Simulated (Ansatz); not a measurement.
**CH₅B₂NS: how energies converge with the basis set**

How large a basis does CH₅B₂NS need? Two functionals are run in growing sets.

Program: Ansatz 0.2.0, Gaussian basis. Level of theory: one geometry, several basis sets. These are calculated values, not measurements.

Plan: PBE0-D4/def2-SVP; ωB97M-V/def2-SVP; PBE0-D4/def2-QZVPP; ωB97M-V/def2-QZVPP; the functionals' def2-TZVPP values are taken from earlier runs.

## (1) Structure used throughout

An earlier PBE0-D4 in a triple-zeta def2 set relaxation fixed the geometry.

SMILES `BNBC=S`, 10 atoms, charge 0, spin multiplicity 1.

Atoms are counted from 1 here; the program's logs count them from 0.

Bond lengths: B1–N2 1.414 Å, B1–H6 1.195 Å, B1–H7 1.195 Å, N2–B3 1.422 Å, N2–H8 1.010 Å, B3–C4 1.557 Å, B3–H9 1.197 Å, C4–S5 1.616 Å, C4–H10 1.092 Å. Angles: N2–B1–H6 119.5°, N2–B1–H7 118.8°, H6–B1–H7 121.7°, B1–N2–B3 126.8°, B1–N2–H8 117.2°, B3–N2–H8 116.0°, N2–B3–C4 121.7°, N2–B3–H9 119.4°, C4–B3–H9 118.9°, B3–C4–S5 114.1°, B3–C4–H10 125.5°, S5–C4–H10 120.4°.

## (2) PBE0-D4 in def2-SVP

Contents of in.yaml:

```yaml
crystal:
  periodic: [false, false, false]
  atoms:
    - {symbol: B, position_ang: [-1.500424, -0.464992, 0.401704]}
    - {symbol: N, position_ang: [-0.147768, -0.763634, 0.687059]}
    - {symbol: B, position_ang: [0.997433, -0.064660, 0.214603]}
    - {symbol: C, position_ang: [0.881852, 1.086851, -0.826708]}
    - {symbol: S, position_ang: [1.335943, 0.672573, -2.320866]}
    - {symbol: H, position_ang: [-2.365873, -1.134860, 0.882413]}
    - {symbol: H, position_ang: [-1.746643, 0.461973, -0.310997]}
    - {symbol: H, position_ang: [0.032592, -1.548215, 1.297553]}
    - {symbol: H, position_ang: [2.083250, -0.390186, 0.597798]}
    - {symbol: H, position_ang: [0.512839, 2.093952, -0.619661]}
basis:
  gaussian: {orbitals: def2-SVP}
hamiltonian: {xc: pbe0, dispersion: d4}
output: {orbitals: {seedname: orbitals}}
```

Run with:

```console
$ ansatz run in.yaml --threads 2 --pin off --events-out ev --progress --plain --max-ram 4352MiB
```

The log of the run:

```text
Functional definition: PBE0
  name "PBE0"
  cite "Adamo & Barone, J. Chem. Phys. 110, 6158 (1999) doi:10.1063/1.478522"
  cite "Perdew, Burke & Ernzerhof, Phys. Rev. Lett. 77, 3865 (1996) doi:10.1103/PhysRevLett.77.3865"
  parent pbe
  parameter a = 0.25
  parameter kappa = 0.804
  parameter beta = 0.06672455060314922
  exchange = (1 - a)*pbe_x(kappa = kappa, mu = beta*pi^2/3) + a*exact_x
  correlation = pbe_c(beta = beta)
1136 factors; their error is unknown
mean field evaluation 1: about -14774.9740 eV, gradient 5.4e1 eV
mean field evaluation 2: about -14763.8187 eV, gradient 8.3e1 eV
mean field evaluation 4: about -14781.7693 eV, gradient 5.4e0 eV
mean field evaluation 8: about -14781.8473 eV, gradient 2.6e-1 eV
mean field evaluation 16: about -14781.8926 eV, gradient 1.2e-4 eV
mean field -14781.89258529 eV, -543.2245329826 hartree, gradient 4.6e-5 eV, S^2 0.000000; 0 other end points of the search recorded, 0 dependent functions left out
reference -14781.89261153 eV, -543.2245339470 hartree; 22, 22 occupied and 77, 77 virtual orbitals, 1136 factors
Total energy: -14782.07403618 eV, -543.2312011799 hartree
```

It took 1.3 s on 2 threads of Arm Neoverse V2, shared host.

## (3) ωB97M-V in def2-SVP

Changes to in.yaml since step 2:

```diff
@@ -15,3 +15,3 @@
   gaussian: {orbitals: def2-SVP}
-hamiltonian: {xc: pbe0, dispersion: d4}
+hamiltonian: {xc: {name: wB97M-V}}
 output: {orbitals: {seedname: orbitals}}
```

Launched as before.

The log of the run, cut to the lines that bear on the results:

```text
Functional definition: wB97M-V
  name "wB97M-V"
  cite "Mardirossian & Head-Gordon, J. Chem. Phys. 144, 214110 (2016) doi:10.1063/1.4952647"
  cite "Becke, J. Chem. Phys. 107, 8554 (1997) doi:10.1063/1.475007"
  cite "Vydrov & Van Voorhis, J. Chem. Phys. 133, 244103 (2010) doi:10.1063/1.3521275"
  # Of w^i u^j: cxij and so on, Table III.
[...]
  gx(w, u) = 1 - cx + cx01*u + cx10*w
  gss(w, u) = css00 + css04*u^4 + css10*w + css20*w^2 + css43*w^4*u^3
  gos(w, u) = cos00 + cos10*w + (cos20 + cos21*u)*w^2 + (cos60 + cos61*u)*w^6
[...]
      + integral(e_c_pw_mod_opposite_spin*gos(b97_w_opposite, b97_u_opposite)) + vv10(b, c)
1133 factors; their error is unknown
302 factors; integrals over basis functions are off by at most 1.3e-5 eV
[...]
mean field -14788.26942687 eV, -543.4588775886 hartree, gradient 1.4e-5 eV, S^2 0.000000; 0 other end points of the search recorded, 0 dependent functions left out
reference -14788.26946963 eV, -543.4588791600 hartree; 22, 22 occupied and 77, 77 virtual orbitals, 1133 factors
Total energy: -14788.26946963 eV, -543.4588791600 hartree
```

Wall time 6 s (2 threads of Arm Neoverse V2, shared host).

## (4) PBE0-D4 in def2-QZVPP

Changes to in.yaml since step 3:

```diff
@@ -14,4 +14,4 @@
 basis:
-  gaussian: {orbitals: def2-SVP}
-hamiltonian: {xc: {name: wB97M-V}}
+  gaussian: {orbitals: "def2-QZVPP.json"}
+hamiltonian: {xc: pbe0, dispersion: d4}
 output: {orbitals: {seedname: orbitals}}
```

The command is unchanged.

The log of the run:

```text
Functional definition: PBE0
  name "PBE0"
  cite "Adamo & Barone, J. Chem. Phys. 110, 6158 (1999) doi:10.1063/1.478522"
  cite "Perdew, Burke & Ernzerhof, Phys. Rev. Lett. 77, 3865 (1996) doi:10.1103/PhysRevLett.77.3865"
  parent pbe
  parameter a = 0.25
  parameter kappa = 0.804
  parameter beta = 0.06672455060314922
  exchange = (1 - a)*pbe_x(kappa = kappa, mu = beta*pi^2/3) + a*exact_x
  correlation = pbe_c(beta = beta)
1426 factors; their error is unknown
mean field evaluation 1: about -14778.8705 eV, gradient 7.2e1 eV
mean field evaluation 2: about -14757.2996 eV, gradient 1.1e2 eV
mean field evaluation 4: about -14790.4049 eV, gradient 7.0e0 eV
mean field evaluation 8: about -14790.5225 eV, gradient 1.7e-1 eV
mean field evaluation 16: about -14790.5348 eV, gradient 2.5e-4 eV
mean field -14790.53483668 eV, -543.5421298633 hartree, gradient 6.5e-5 eV, S^2 0.000000; 0 other end points of the search recorded, 0 dependent functions left out
reference -14790.53487666 eV, -543.5421313328 hartree; 22, 22 occupied and 426, 426 virtual orbitals, 1426 factors
Total energy: -14790.71630131 eV, -543.5487985657 hartree
```

Run time: 11 s. Hardware: 2 threads of Arm Neoverse V2, shared host; peak memory 1.3 GiB.

## (5) ωB97M-V in def2-QZVPP

Changes to in.yaml since step 4:

```diff
@@ -15,3 +15,3 @@
   gaussian: {orbitals: "def2-QZVPP.json"}
-hamiltonian: {xc: pbe0, dispersion: d4}
+hamiltonian: {xc: {name: wB97M-V}}
 output: {orbitals: {seedname: orbitals}}
```

The command is unchanged.

The log of the run, cut to the lines that bear on the results:

```text
Functional definition: wB97M-V
  name "wB97M-V"
  cite "Mardirossian & Head-Gordon, J. Chem. Phys. 144, 214110 (2016) doi:10.1063/1.4952647"
  cite "Becke, J. Chem. Phys. 107, 8554 (1997) doi:10.1063/1.475007"
  cite "Vydrov & Van Voorhis, J. Chem. Phys. 133, 244103 (2010) doi:10.1063/1.3521275"
  # Of w^i u^j: cxij and so on, Table III.
[...]
  gx(w, u) = 1 - cx + cx01*u + cx10*w
  gss(w, u) = css00 + css04*u^4 + css10*w + css20*w^2 + css43*w^4*u^3
  gos(w, u) = cos00 + cos10*w + (cos20 + cos21*u)*w^2 + (cos60 + cos61*u)*w^6
[...]
      + integral(e_c_pw_mod_opposite_spin*gos(b97_w_opposite, b97_u_opposite)) + vv10(b, c)
1398 factors; their error is unknown
384 factors; integrals over basis functions are off by at most 1.0e-5 eV
[...]
mean field -14797.07630619 eV, -543.7825244340 hartree, gradient 3.1e-5 eV, S^2 0.000000; 0 other end points of the search recorded, 0 dependent functions left out
reference -14797.07637200 eV, -543.7825268526 hartree; 22, 22 occupied and 426, 426 virtual orbitals, 1398 factors
Total energy: -14797.07637200 eV, -543.7825268526 hartree
```

Run time: 27 s. Hardware: 2 threads of Arm Neoverse V2, shared host; peak memory 1.6 GiB.

## (6) Functionals by basis

The def2-TZVPP values come from earlier runs at the same geometry.

```csv
functional,basis,functions,energy (eV),from the largest (eV),HOMO (eV),LUMO (eV)
PBE0-D4,def2-SVP,99,-14782.0740,8.642,-6.35,-2.38
PBE0-D4,def2-TZVPP,236,-14790.1548,0.562,-6.49,-2.54
PBE0-D4,def2-QZVPP,448,-14790.7163,0.000,-6.52,-2.57
ωB97M-V,def2-SVP,99,-14788.2695,8.807,-8.49,-0.11
ωB97M-V,def2-TZVPP,236,-14796.5489,0.527,-8.66,-0.37
ωB97M-V,def2-QZVPP,448,-14797.0764,0.000,-8.70,-0.43
```

## (7) What came out

| quantity | value |
| --- | --- |
| PBE0-D4: double and triple zeta above quadruple | 8.64, 0.56 eV |
| ωB97M-V: double and triple zeta above quadruple | 8.81, 0.53 eV |

For PBE0-D4 the step from double to triple zeta gains 8.08 eV and the next only 0.56 eV. Total energies overstate the basis error of differences, where much of it tends to cancel.

For PBE0-D4 the largest set took about 8 times as long as the smallest (11 s against 1.3 s).
